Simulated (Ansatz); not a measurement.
# C2H9InS: up Jacob's ladder to CCSD(T)

How much do the methods differ for C2H9InS? The plan is to run it at one geometry with functionals of several rungs and with coupled cluster. The yardstick is the atomisation energy at the CCSD(T) limit.

The runs use Ansatz 0.2.0, Gaussian basis; functionals in def2-TZVPP, the program's frozen cores in correlated methods.

Levels to be run: LDA (SPW92), PBE-D4, revPBE-D4, BLYP-D4, r2SCAN-D4, B97M-V, PBE0-D4, B3LYP-D4, r2SCANh-D4, r2SCAN0-D4, HSE06-D4, BHLYP-D4, CAM-B3LYP-D4, LC-ωPBE, ωB97X-V, ωB97M-V, B2PLYP, PBE-QIDH; CCSD(T)/def2-SVP; CCSD(T)/def2-TZVPP; MP2/def2-QZVPP; extrapolation to the limit; RPA on PBE.

## 1. Structure used throughout

The geometry comes from an earlier relaxation with PBE0-D4 in a triple-zeta def2 set; it is a stationary point, not always the lowest conformer. In takes the def2 core potential; no spin-orbit term is included.

SMILES `C[S+](C)[InH3-]`, 13 atoms, charge 0, spin multiplicity 1.

Atoms are counted from 1 here; the program's logs count them from 0.

Bond lengths: C1–S2 1.796 Å, C1–H5 1.090 Å, C1–H6 1.091 Å, C1–H7 1.090 Å, S2–C3 1.796 Å, S2–In4 2.745 Å, C3–H8 1.090 Å, C3–H9 1.091 Å, C3–H10 1.090 Å, In4–H11 1.738 Å, In4–H12 1.728 Å, In4–H13 1.738 Å. Angles: S2–C1–H5 107.0°, S2–C1–H6 109.9°, S2–C1–H7 110.7°, H5–C1–H6 109.5°, H5–C1–H7 108.9°, H6–C1–H7 110.9°, C1–S2–C3 100.5°, C1–S2–In4 100.9°, C3–S2–In4 100.9°, S2–C3–H8 107.0°, S2–C3–H9 109.9°, S2–C3–H10 110.7°, H8–C3–H9 109.5°, H8–C3–H10 108.9°, H9–C3–H10 110.9°, S2–In4–H11 94.0°, S2–In4–H12 100.4°, S2–In4–H13 93.9° and more.

Coordinates:

```xyz
13
C2H9InS
C    -0.46706    1.56265   -0.56195
S    -0.68859    0.28622    0.68166
C     0.94627    0.26363    1.42438
In   -0.58370   -1.97410   -0.87268
H    -1.39971    1.62746   -1.12140
H    -0.26549    2.51944   -0.07906
H     0.33737    1.29711   -1.24780
H     0.94467   -0.52704    2.17396
H     1.14757    1.22095    1.90631
H     1.70625    0.03824    0.67630
H    -0.58848   -1.09079   -2.36942
H    -2.02288   -2.77700   -0.35386
H     0.95418   -2.48165   -0.24174
```

## 2. LDA

This LDA is Slater exchange with PW92 correlation.

in.yaml

```yaml
crystal:
  periodic: [false, false, false]
  atoms:
    - {symbol: C, position_ang: [-0.467057, 1.562652, -0.561949]}
    - {symbol: S, position_ang: [-0.688589, 0.286219, 0.681658]}
    - {symbol: C, position_ang: [0.946270, 0.263627, 1.424382]}
    - {symbol: In, position_ang: [-0.583700, -1.974104, -0.872683]}
    - {symbol: H, position_ang: [-1.399706, 1.627460, -1.121396]}
    - {symbol: H, position_ang: [-0.265491, 2.519435, -0.079062]}
    - {symbol: H, position_ang: [0.337367, 1.297108, -1.247799]}
    - {symbol: H, position_ang: [0.944671, -0.527043, 2.173965]}
    - {symbol: H, position_ang: [1.147566, 1.220948, 1.906315]}
    - {symbol: H, position_ang: [1.706249, 0.038243, 0.676299]}
    - {symbol: H, position_ang: [-0.588483, -1.090790, -2.369422]}
    - {symbol: H, position_ang: [-2.022883, -2.777000, -0.353865]}
    - {symbol: H, position_ang: [0.954185, -2.481655, -0.241744]}
basis:
  gaussian: {orbitals: def2-TZVPP}
hamiltonian: {xc: lda}
output: {orbitals: {seedname: orbitals}}
```

The run is started by

```bash
> ansatz run in.yaml --threads 4 --pin off --events-out ev --progress --plain --max-ram 10444MiB
```

After this run come: PBE-D4 (GGA); revPBE-D4 (GGA); BLYP-D4 (GGA); r2SCAN-D4 (meta-GGA); B97M-V (meta-GGA); B3LYP-D4 (hybrid); r2SCANh-D4 (hybrid); r2SCAN0-D4 (hybrid); HSE06-D4 (hybrid); BHLYP-D4 (hybrid); CAM-B3LYP-D4 (range-separated); LC-ωPBE (range-separated); ωB97X-V (range-separated); ωB97M-V (range-separated); B2PLYP (double hybrid); PBE-QIDH (double hybrid); CCSD(T) in def2-SVP; CCSD(T) in def2-TZVPP; MP2 in def2-QZVPP; RPA on PBE orbitals.

Before running them: what should the planned runs give, taken together? Wanted: atomisation energy, CCSD(T)/CBS; farthest beyond LDA; mean size of error, GGA; mean size of error, meta-GGA; mean size of error, hybrid; mean size of error, range-separated; mean size of error, double hybrid; gap, smallest and largest; T1 diagnostic.

The runs gave:

| quantity | value |
| --- | --- |
| atomisation energy, CCSD(T)/CBS | 4027.2 kJ/mol |
| functionals within 40.3 kJ/mol (1.0 %) | PBE-D4, r2SCAN-D4, B97M-V, PBE0-D4, B3LYP-D4, r2SCANh-D4, r2SCAN0-D4, HSE06-D4, CAM-B3LYP-D4, LC-ωPBE, ωB97X-V, ωB97M-V |
| farthest beyond LDA | BHLYP-D4 (-89.9 kJ/mol) |
| mean size of error, GGA | 44.9 kJ/mol |
| mean size of error, meta-GGA | 15.8 kJ/mol |
| mean size of error, hybrid | 33.9 kJ/mol |
| mean size of error, range-separated | 15.0 kJ/mol |
| mean size of error, double hybrid | 60.9 kJ/mol |
| gap, smallest and largest | 5.12 eV (LDA (SPW92)), 11.65 eV (LC-ωPBE) |
| T1 diagnostic | 0.0123 |
| triples share of the correlation energy | 3.5 % |

What this shows: LDA overbinds by 513.7 kJ/mol (13 %). PBE-D4 misses by +9.8 kJ/mol. Double hybrids carry the basis error of their MP2 part in triple zeta, and no dispersion term here, so their miss is partly the set-up's. The rungs range-separated, meta-GGA, hybrid miss on average by less than the doubt on the reference (40.3 kJ/mol), so they tie. Misses under about 40.3 kJ/mol are within the doubt on the reference itself, which lacks core-valence correlation, spin-orbit coupling and higher excitations, and its outer-core shells are covered unevenly. All levels share the lack of spin-orbit coupling, which lowers the free heavy atoms and so the true binding. Hartree-Fock recovers 74 % of the binding; the rest is correlation. CCSD(T) in def2-SVP is off by -224.6 kJ/mol, so the small basis spoils what the method gains. The gap grows from 5.1 to 11.6 eV across the functionals, mostly with the share of exact exchange. Correlated methods include outer-core shells of In, which these sets cover unevenly.
